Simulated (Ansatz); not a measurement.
# C₇H₁₆O: small, medium and large basis sets

The task here is to estimate one member of a computed series from the others.

The runs use Ansatz 0.2.0, Gaussian basis; one geometry, several basis sets.

Levels to be run: PBE0-D4/def2-SVP; ωB97M-V/def2-SVP; PBE0-D4/def2-QZVPP; ωB97M-V/def2-QZVPP; the functionals' def2-TZVPP values are taken from earlier runs.

**The geometry**

An earlier PBE0-D4 in a triple-zeta def2 set relaxation fixed the geometry.

SMILES `CCCCCCCO`, 24 atoms, charge 0, spin multiplicity 1.

Atoms are counted from 1 here; the program's logs count them from 0.

Bond lengths: C1–C2 1.519 Å, C1–H9 1.094 Å, C1–H10 1.094 Å, C1–H11 1.092 Å, C2–C3 1.520 Å, C2–H12 1.096 Å, C2–H13 1.096 Å, C3–C4 1.520 Å, C3–H14 1.097 Å, C3–H15 1.098 Å, C4–C5 1.525 Å, C4–H16 1.096 Å, C4–H17 1.096 Å, C5–C6 1.525 Å, C5–H18 1.096 Å, C5–H19 1.096 Å, C6–C7 1.516 Å, C6–H20 1.097 Å and more. Angles: C2–C1–H9 111.1°, C2–C1–H10 111.1°, C2–C1–H11 111.7°, H9–C1–H10 107.4°, H9–C1–H11 107.7°, H10–C1–H11 107.7°, C1–C2–C3 113.1°, C1–C2–H12 109.7°, C1–C2–H13 109.6°, C3–C2–H12 109.1°, C3–C2–H13 109.1°, H12–C2–H13 105.9°, C2–C3–C4 113.1°, C2–C3–H14 108.8°, C2–C3–H15 109.3°, C4–C3–H14 110.1°, C4–C3–H15 109.4°, H14–C3–H15 105.9° and more.

The first run:

Contents of in.yaml:

```yaml
crystal:
  periodic: [false, false, false]
  atoms:
    - {symbol: C, position_ang: [-0.583850, -3.345621, -0.507565]}
    - {symbol: C, position_ang: [0.157253, -2.135498, -1.048379]}
    - {symbol: C, position_ang: [-0.409604, -0.817142, -0.547734]}
    - {symbol: C, position_ang: [0.336436, 0.394572, -1.081599]}
    - {symbol: C, position_ang: [-0.272801, 1.735507, -0.684675]}
    - {symbol: C, position_ang: [-0.378614, 1.993132, 0.814270]}
    - {symbol: C, position_ang: [0.954472, 1.979459, 1.536230]}
    - {symbol: O, position_ang: [0.847107, 2.366548, 2.891371]}
    - {symbol: H, position_ang: [-1.638842, -3.322136, -0.795189]}
    - {symbol: H, position_ang: [-0.542392, -3.377199, 0.585002]}
    - {symbol: H, position_ang: [-0.158600, -4.279425, -0.882344]}
    - {symbol: H, position_ang: [0.130250, -2.145455, -2.144190]}
    - {symbol: H, position_ang: [1.216556, -2.198522, -0.772910]}
    - {symbol: H, position_ang: [-0.390468, -0.818068, 0.548669]}
    - {symbol: H, position_ang: [-1.468237, -0.746216, -0.829831]}
    - {symbol: H, position_ang: [0.364018, 0.338191, -2.175837]}
    - {symbol: H, position_ang: [1.382394, 0.344973, -0.757876]}
    - {symbol: H, position_ang: [0.315971, 2.540297, -1.139616]}
    - {symbol: H, position_ang: [-1.274608, 1.811076, -1.121955]}
    - {symbol: H, position_ang: [-1.043943, 1.252467, 1.275840]}
    - {symbol: H, position_ang: [-0.843364, 2.969717, 0.982035]}
    - {symbol: H, position_ang: [1.429089, 0.991893, 1.454243]}
    - {symbol: H, position_ang: [1.635402, 2.701299, 1.075663]}
    - {symbol: H, position_ang: [0.236373, 1.766149, 3.326398]}
basis:
  gaussian: {orbitals: def2-SVP}
hamiltonian: {xc: pbe0, dispersion: d4}
output: {orbitals: {seedname: orbitals}}
```

Launch:

```
ansatz run in.yaml --threads 4 --pin off --events-out ev --progress --plain --max-ram 66560MiB --backend cpu
```

Among the steps run: PBE0-D4 in def2-SVP; ωB97M-V in def2-SVP; PBE0-D4 in def2-QZVPP; ωB97M-V in def2-QZVPP.

One table of the session follows, with a row left open; its other results are not shown here.

It belongs to the step «Functionals by basis». 

```
functional       basis  HOMO (eV)  LUMO (eV)
   PBE0-D4    def2-SVP      -7.44       1.55
   PBE0-D4  def2-TZVPP      -7.66       0.88
   PBE0-D4  def2-QZVPP      -7.71       0.49
   ωB97M-V    def2-SVP      -9.88       3.18
   ωB97M-V  def2-TZVPP     -10.10       2.29
   ωB97M-V  def2-QZVPP          ?          ?
```

Q: Estimate the row for ωB97M-V, def2-QZVPP from the others.

**Answer.** HOMO (eV): -10.14; LUMO (eV): 1.63. In the column «HOMO (eV)» it is the lowest.
